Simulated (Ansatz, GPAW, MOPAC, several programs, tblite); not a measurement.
**Many methods on one cell: RuF2 (1T monolayer)**

RuF2 (1T monolayer), relaxed with r2SCAN in Ansatz, was computed with several methods. The sheet's in-plane cell has a = 3.227 Å, b = 3.227 Å (γ = 120.0°), and its outermost atoms lie 1.99 Å apart along the normal. Ru is surrounded by 6 F at 2.11 Å; F is surrounded by 3 Ru at 2.11 Å. No spin polarisation and no zero-point or thermal motion; the cell was built from a prototype and may be hypothetical.

```
Ru F
1.0
     3.22710    0.00000    0.00000
    -1.61355    2.79475    0.00000
     0.00000    0.00000   28.41758
Ru F
1 2
Direct
  0.00000 0.00000 0.31671
  0.33333 0.66667 0.35164
  0.66667 0.33333 0.28177
```
Periodic in the plane only; c spans the vacuum.

Gaps and times are for a single point on this cell. Times are rough, from shared hosts (Arm Neoverse V2), and each method has its own mesh and cell size. PM6 (MOPAC): levels, charges or heat of formation failed a check of plausibility, so no values are given. PM6 (MOPAC), PM7 (MOPAC), GFN1-xTB (tblite), GFN2-xTB (tblite) treat a cluster of cells at its zone centre, which samples few k points: where these miss a band edge, the gap comes out too large for that reason alone. Gaps from k meshes are read at a limited set of points (mesh, symmetry points, PBE's band edges), so each method's own least gap may be somewhat smaller. xTB and the PM methods were fitted mostly to molecules, and can miss a solid's gap by electronvolts. Minimal bases can be far off for gaps. GLLB-SC's gap includes the derivative discontinuity. d marks a direct gap, i an indirect one (no mark: not told apart), a dash a value that wasn't computed or didn't pass its checks.

```csv
method,kind,gap (eV),atoms computed,processor time
GFN1-xTB (tblite),tight binding,1.12,27,0.65 s
GFN2-xTB (tblite),tight binding,0.91,27,0.87 s
light PBE (260 eV and a coarse mesh),light plane-wave,0.78 i,3,1.7 s
PBE,semilocal,0.87 i,3,5.6 s
PBE/single zeta (GPAW),small basis,0.79 i,3,6.4 s
PM7 (MOPAC),semi-empirical,3.56,27,10 s
r2SCAN,semilocal,1.51 i,3,16 s
PM6 (MOPAC),semi-empirical,–,27,20 s
GLLB-SC (GPAW),model potential,2.37,3,60 s
```

Against r2SCAN (1.51 eV) and with closed or daggered gaps left aside, the nearest gap at the points sampled is that of GFN1-xTB (tblite) (-0.39 eV) and the farthest that of PM7 (MOPAC) (+2.05 eV). r2SCAN is only a yardstick of convenience: semilocal gaps usually lie below measured ones, which GLLB-SC and hybrids aim to mend.

Spin-orbit coupling is left out.
